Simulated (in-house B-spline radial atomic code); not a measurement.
**Hf⁴⁺: excited configurations**

Aim: the energies of several excited configurations of Hf⁴⁺ above a reference configuration, each from its own self-consistent run.

The numbers are computed with in-house B-spline radial atomic code version 1 (non-relativistic Hartree-Fock, average of configuration, point nucleus, basis-set limit), except any that are marked as measured or tabulated.

## 1. What is computed

- element: hafnium (Z = 72)
- charge: +4
- electrons: 68
- configuration: [Xe] 4f14
- Hamiltonian: non-relativistic
- nucleus: point

The outer shells:

[Xe] 4f14
```
[Xe] core
4f [↑↓][↑↓][↑↓][↑↓][↑↓][↑↓][↑↓]
```

The run's settings:

```ini
Z = 72
electrons = 68.0
configuration = [Xe] 4f14
hamiltonian = nr
method = hf
spin_polarised = False
```

This reference run was done before. Its total energy is -14318.589846 hartree, and its levels are (the highest eight at most):

```csv
orbital,occupation,energy (eV),<r> (bohr)
3p,6,-2159.41,0.2164
3d,10,-1781.08,0.1905
4s,2,-525.20,0.5067
4p,6,-438.82,0.5160
4d,10,-282.54,0.5386
5s,2,-108.29,1.238
5p,6,-80.617,1.360
4f,14,-79.798,0.6342
```

## 2. Run with [Kr] 4d9 4f13 5s2 5p6 5f1 7d1

The run's settings:

```ini
Z = 72
electrons = 68.0
configuration = [Kr] 4d9 4f13 5s2 5p6 5f1 7d1
hamiltonian = nr
method = hf
spin_polarised = False
```

Results of the run (chosen fields of its result record, rounded):

```text
{
  "status": "converged",
  "iterations": 10,
  "energy [hartree]": {"total": -14306.5644095, "kinetic": 14306.5643384, "nuclear": -33889.280056, "coulomb": 5560.16769069, "exact_exchange": -284.016382593},
  "orbitals [hartree, bohr; first row names the columns]": [
    ["name", "occ", "eps", "<r>"],
    ["1s", 2.0, -2235.0232, 0.021044],
    ["2s", 2.0, -372.55232, 0.08896],
    ["2p", 6.0, -356.20145, 0.075382],
    ["3s", 2.0, -88.565107, 0.22605],
    ["3p", 6.0, -81.010423, 0.21634],
    ["3d", 10.0, -67.109366, 0.19062],
    ["4s", 2.0, -20.760298, 0.50389],
    ["4p", 6.0, -17.554632, 0.51236],
    ["4d", 9.0, -11.836448, 0.53149],
    ["4f", 13.0, -4.3333114, 0.59574],
    ["5s", 2.0, -4.8906615, 1.1753],
    ["5p", 6.0, -3.791067, 1.2704],
    ["5f", 1.0, -0.98464047, 2.8838],
    ["7d", 1.0, -0.54506628, 6.4183]
  ],
  "sum_r [bohr^k]": {"-1": 470.6844, "1": 40.21329, "2": 81.1243},
  "energy_minus_base [hartree]": 12.0254365
}
```

It took 0.25 s on 1 thread, shared host.

energy_minus_base is the energy less that of the reference run.

Radial density 4πr²n(r) and radial functions P(r) = rR(r):

```csv
r (bohr),4πr²n,4f,5f,7d
0.00242,13.87,0.0000,0.0000,0.0000
0.00391,29.22,0.0000,0.0000,0.0000
0.00633,54.19,0.0000,0.0000,0.0002
0.0102,81.56,0.0001,0.0000,0.0007
0.0166,92.12,0.0004,0.0001,0.0025
0.0268,83.92,0.0025,0.0004,0.0084
0.0433,104.3,0.0128,0.0022,0.0241
0.0700,125.9,0.0578,0.0101,0.0551
0.113,101.1,0.2116,0.0368,0.0835
0.183,114.4,0.5855,0.1007,0.0439
0.296,61.08,1.1071,0.1837,-0.0838
0.479,68.57,1.3121,0.1871,-0.1061
0.776,25.50,0.9182,0.0224,0.1030
1.25,10.61,0.3594,-0.2809,0.2216
2.03,1.647,0.0615,-0.5932,-0.0974
3.28,0.4278,0.0028,-0.5702,-0.3056
5.31,0.1528,0.0000,-0.1789,0.3476
8.59,0.1141,0.0000,-0.0094,0.3376
13.9,0.0003918,0.0000,0.0000,0.0198
22.5,1.117e-09,0.0000,0.0000,0.0000
```

Clear maxima of the radial density (full grid of the record): 0.017, 0.070, 0.18, 0.48, 6.8 bohr.

X-ray form factor of the spherical density:

```csv
sinθ/λ (1/Å),f (electrons)
0,68.000
0.1,64.628
0.2,59.411
0.3,53.210
0.4,47.138
0.6,37.082
0.8,29.653
1,24.085
1.4,17.469
1.8,14.185
2.5,9.994
4,5.135
6,3.292
```

## 3. Configuration [Kr] 4d9 4f14 5s2 5p5 6s1 7f1

The run's settings:

```ini
Z = 72
electrons = 68.0
configuration = [Kr] 4d9 4f14 5s2 5p5 6s1 7f1
hamiltonian = nr
method = hf
spin_polarised = False
```

From the record:

```text
{
  "status": "converged",
  "iterations": 10,
  "energy [hartree]": {"total": -14307.0695446, "kinetic": 14307.0695332, "nuclear": -33910.3312103, "coulomb": 5581.1271547, "exact_exchange": -284.93502222},
  "orbitals [hartree, bohr; first row names the columns]": [
    ["name", "occ", "eps", "<r>"],
    ["1s", 2.0, -2234.7236, 0.021044],
    ["2s", 2.0, -372.20497, 0.088955],
    ["2p", 6.0, -355.86135, 0.075378],
    ["3s", 2.0, -88.170314, 0.22604],
    ["3p", 6.0, -80.616264, 0.21635],
    ["3d", 10.0, -66.725049, 0.19061],
    ["4s", 2.0, -20.432429, 0.50521],
    ["4p", 6.0, -17.231106, 0.51462],
    ["4d", 9.0, -11.539868, 0.53446],
    ["4f", 14.0, -4.0275134, 0.6097],
    ["5s", 2.0, -4.7418787, 1.1893],
    ["5p", 5.0, -3.7092133, 1.2905],
    ["6s", 1.0, -1.6748752, 2.5879],
    ["7f", 1.0, -0.36329297, 9.1206]
  ],
  "sum_r [bohr^k]": {"-1": 470.9768, "1": 42.31241, "2": 126.9346},
  "energy_minus_base [hartree]": 11.5203014
}
```

Wall time 0.21 s (1 thread, shared host).

## 4. Configuration [Kr] 4d9 4f13 5s2 5p6 6g1 7f1

The run's settings:

```ini
Z = 72
electrons = 68.0
configuration = [Kr] 4d9 4f13 5s2 5p6 6g1 7f1
hamiltonian = nr
method = hf
spin_polarised = False
```

From the record:

```text
{
  "status": "converged",
  "iterations": 10,
  "energy [hartree]": {"total": -14305.7639541, "kinetic": 14305.7639808, "nuclear": -33870.5009407, "coulomb": 5542.95621692, "exact_exchange": -283.983211005},
  "orbitals [hartree, bohr; first row names the columns]": [
    ["name", "occ", "eps", "<r>"],
    ["1s", 2.0, -2235.2847, 0.021044],
    ["2s", 2.0, -372.81484, 0.08896],
    ["2p", 6.0, -356.46383, 0.075382],
    ["3s", 2.0, -88.827512, 0.22605],
    ["3p", 6.0, -81.272844, 0.21634],
    ["3d", 10.0, -67.371709, 0.19062],
    ["4s", 2.0, -21.020346, 0.50386],
    ["4p", 6.0, -17.81452, 0.51232],
    ["4d", 9.0, -12.095786, 0.53145],
    ["4f", 13.0, -4.591933, 0.59541],
    ["5s", 2.0, -5.1423548, 1.1732],
    ["5p", 6.0, -4.0394925, 1.2667],
    ["6g", 1.0, -0.39330978, 7.6826],
    ["7f", 1.0, -0.39979921, 8.2912]
  ],
  "sum_r [bohr^k]": {"-1": 470.4236, "1": 46.85383, "2": 170.1245},
  "energy_minus_base [hartree]": 12.825892
}
```

Run time: 0.23 s. Hardware: 1 thread, shared host.

## 5. All configurations in order

| net move | configuration | energy above the reference (eV) | largest <r> (bohr) |
| --- | --- | --- | --- |
| 4d, 5p → 6s, 7f | [Kr] 4d9 4f14 5s2 5p5 6s1 7f1 | 313.48 | 9.12 |
| 4d, 4f → 5f, 7d | [Kr] 4d9 4f13 5s2 5p6 5f1 7d1 | 327.23 | 6.42 |
| 4d, 4f → 6g, 7f | [Kr] 4d9 4f13 5s2 5p6 6g1 7f1 | 349.01 | 8.29 |

**Reading.** The lowest of them is 4d, 5p → 6s, 7f at 313.48 eV and the highest 4d, 4f → 6g, 7f at 349.01 eV. 3 of them lie more than 2 % above the ionisation threshold that Koopmans' theorem gives (79.798 eV), where such states can decay by emitting an electron. Two partly filled shells share a symmetry and can mix in the average, which may lower the energy, for: 4d, 4f → 5f, 7d; 4d, 4f → 6g, 7f. These are averages over configurations, without correlation, not spectroscopic levels.
